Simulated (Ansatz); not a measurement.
# YAlC4N4: from a guess to a relaxed structure

The task: take a trial cell of YAlC4N4 to zero force and stress, then test the end with a random kick.

Computed with Ansatz 0.2.0 (DFT PBE, scalar-relativistic, plane waves, PAW, unless a step's input says otherwise).

## 1. Starting point

The structure is orthorhombic, space group Cmmm (No. 65). Conventional cell: a = 6.762 Å, b = 7.432 Å, c = 7.432 Å, α = 90.00°, β = 90.00°, γ = 90.00°. Around Y (site symmetry mmm) lie 4 N at 2.21 Å. Al (site symmetry mmm) is surrounded by 4 C at 1.87 Å. C (site symmetry m) has 1 N at 1.17 Å and 1 Al at 1.87 Å in its first shell of neighbours. N (site symmetry m) has 1 C at 1.17 Å in its first shell of neighbours.

As a file:

```
CELL_PARAMETERS angstrom
3.38119 -3.71585 0.00000
3.38119 3.71585 0.00000
0.00000 0.00000 7.43169
ATOMIC_POSITIONS crystal
Y 0.50000 0.50000 0.50000
Al 0.00000 0.00000 0.00000
C 0.17840 0.82160 0.82160
C 0.82160 0.17840 0.17840
C 0.17840 0.82160 0.17840
C 0.82160 0.17840 0.82160
N 0.28972 0.71028 0.71028
N 0.71028 0.28972 0.28972
N 0.28972 0.71028 0.28972
N 0.71028 0.28972 0.71028
```

A structure generator made this guess: stacked square cyanide-bridged sheets (Cmmm, No. 65). Its size is a rough estimate.

## 2. Probe: one point on a coarse mesh

input.yaml

```yaml
crystal:
  lattice:
    - [3.38118656, -3.71584614, 0.0]
    - [3.38118656, 3.71584614, 0.0]
    - [0.0, 0.0, 7.43169227]
  atoms:
    - { symbol: "Y", position: [0.5, 0.5, 0.5] }
    - { symbol: Al, position: [0.0, 0.0, 0.0] }
    - { symbol: C, position: [0.17840152, 0.82159848, 0.82159848] }
    - { symbol: C, position: [0.82159848, 0.17840152, 0.17840152] }
    - { symbol: C, position: [0.17840152, 0.82159848, 0.17840152] }
    - { symbol: C, position: [0.82159848, 0.17840152, 0.82159848] }
    - { symbol: "N", position: [0.28972407, 0.71027593, 0.71027593] }
    - { symbol: "N", position: [0.71027593, 0.28972407, 0.28972407] }
    - { symbol: "N", position: [0.28972407, 0.71027593, 0.28972407] }
    - { symbol: "N", position: [0.71027593, 0.28972407, 0.71027593] }
basis:
  ecutwfc: 420
kpoints:
  mp_grid: { grid: [4, 4, 4] }
hamiltonian:
  xc: pbe
scf:
  occupations: { method: gaussian, width: 0.1 }
  lower_state_search: "off"
output:
  forces: true
  stress: true
  eigenvalues: true
```

Command:

```sh
$ ansatz run input.yaml --threads 1 --pin off --max-ram 2560MiB --backend cpu --events-out ev --progress --plain --runs-dir out
```

Further runs follow: spin check on a coarse mesh; coarse relaxation; relaxation on the finer mesh; reference for the kick test; random kick, then relaxation; the kicked end on a coarse mesh; full relaxation (after the kick).

**Question.** What will these runs give? Wanted: conventional cell; volume; energy over the elements; gap on the mesh; after the kick; energy gained by the kick.

The runs gave:

```
                                                              quantity                                                                      value
                          symmetry at the first end (tolerance 0.05 Å)                                                  space group Cmmm (No. 65)
                                                     conventional cell  a = 7.577 Å, b = 7.789 Å, c = 7.625 Å, α = 90.00°, β = 90.00°, γ = 90.00°
                                                                volume                                                              22.50 Å³/atom
energy over the elements (uncorrected; H, N, O, F and Cl as molecules)                                                              +0.13 eV/atom
                                                       gap on the mesh                                                               none (metal)
                                                        after the kick             space group Cm (No. 8), 17.62 Å³/atom, gap on the mesh 0.41 eV
                                             energy gained by the kick                                                               122 meV/atom
```

In words: The space group Cmmm (No. 65) is kept, and the volume per atom grows by 20.5 % from the first guess. The formation energy is positive, so the separate elements lie lower. The first end is not the local ground state: the kicked cell settles 122 meV/atom lower. Other magnetic orders were not searched.
